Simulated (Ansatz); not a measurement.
Here is an Ansatz 0.2.0 calculation.

input.yaml

```yaml
crystal:
  lattice:
    - [1.5718551461, 0.9075109917, 5.1016196719]
    - [-1.5718551461, 0.9075109917, 5.1016196719]
    - [0.0, -1.8150219835, 5.1016196719]
  atoms:
    - { symbol: W, position: [0.0, 0.0, 0.0] }
    - { symbol: Ta, position: [0.5, 0.5, 0.5] }
    - { symbol: C, position: [0.250933, 0.250933, 0.250933] }
    - { symbol: C, position: [0.749067, 0.749067, 0.749067] }
hamiltonian:
  xc: pbesol
  pseudopotentials: { kind: paw }
kpoints:
  mp_grid: { grid: [10, 10, 10] }
  band_path:
    path:
      - [[0.0, 0.0, 0.0], [0.5, 0.0, 0.0], [0.5, 0.1877624847, -0.1877624847]]
      - [[0.8122375153, 0.5, 0.1877624847], [0.5, 0.5, 0.5], [0.0, 0.0, 0.0], [0.3438812424, 0.0, -0.3438812424]]
      - [[0.6561187576, 0.3438812424, 0.0], [0.5, 0.5, 0.0], [0.6561187576, 0.6561187576, 0.1877624847], [0.5, 0.5, 0.5]]
      - [[0.5, 0.0, 0.0], [0.8122375153, 0.3438812424, 0.3438812424]]
    npoints: 14
scf:
  occupations: { method: fermi_dirac, width: 0.05 }
  n_extra_bands: 10
output:
  forces: true
  stress: true
  eigenvalues: true
  fatbands: true
```

Potentials or basis: Ansatz PAW.

Run with:

```sh
$ ansatz run input.yaml --threads 2 --pin off --max-ram 5632MiB --backend cpu --events-out ev --progress --plain --runs-dir out
```

Question: Predict the largest force.

Answer: 0.081 eV/Å.

Question: Predict the band gap on the k mesh.

Answer: None (metal or under the smearing width).

Levels at the corners of the path, in eV from the Fermi level:
```tsv
point	band 16	band 17	band 18	band 19	band 20	band 21
Γ	-2.05	-0.77	-0.77	-0.71	-0.23	-0.23
L	-4.43	-1.28	-0.73	1.45	2.14	3.12
B1	-4.92	-0.44	-0.09	1.21	2.20	2.96
B	-4.92	-0.44	-0.09	1.21	2.20	2.96
Z	-4.33	-0.96	-0.96	0.20	0.20	0.24
Γ	-2.05	-0.77	-0.77	-0.71	-0.23	-0.23
X	-4.81	-0.50	0.59	0.76	2.03	2.97
Q	-4.81	-0.50	0.59	0.76	2.03	2.97
F	-2.15	-2.09	1.21	1.64	1.80	2.54
P1	-2.53	-2.18	1.21	1.37	2.08	2.30
Z	-4.33	-0.96	-0.96	0.20	0.20	0.24
L	-4.43	-1.28	-0.73	1.45	2.14	3.12
P	-2.53	-2.18	1.21	1.37	2.08	2.30
```

Caveat: spin-orbit coupling is left out, which moves the levels of the heavy elements; the PAW data sets come from PBE, with cores solved anew for the run's functional, which leaves a small shift of forces and pressure.
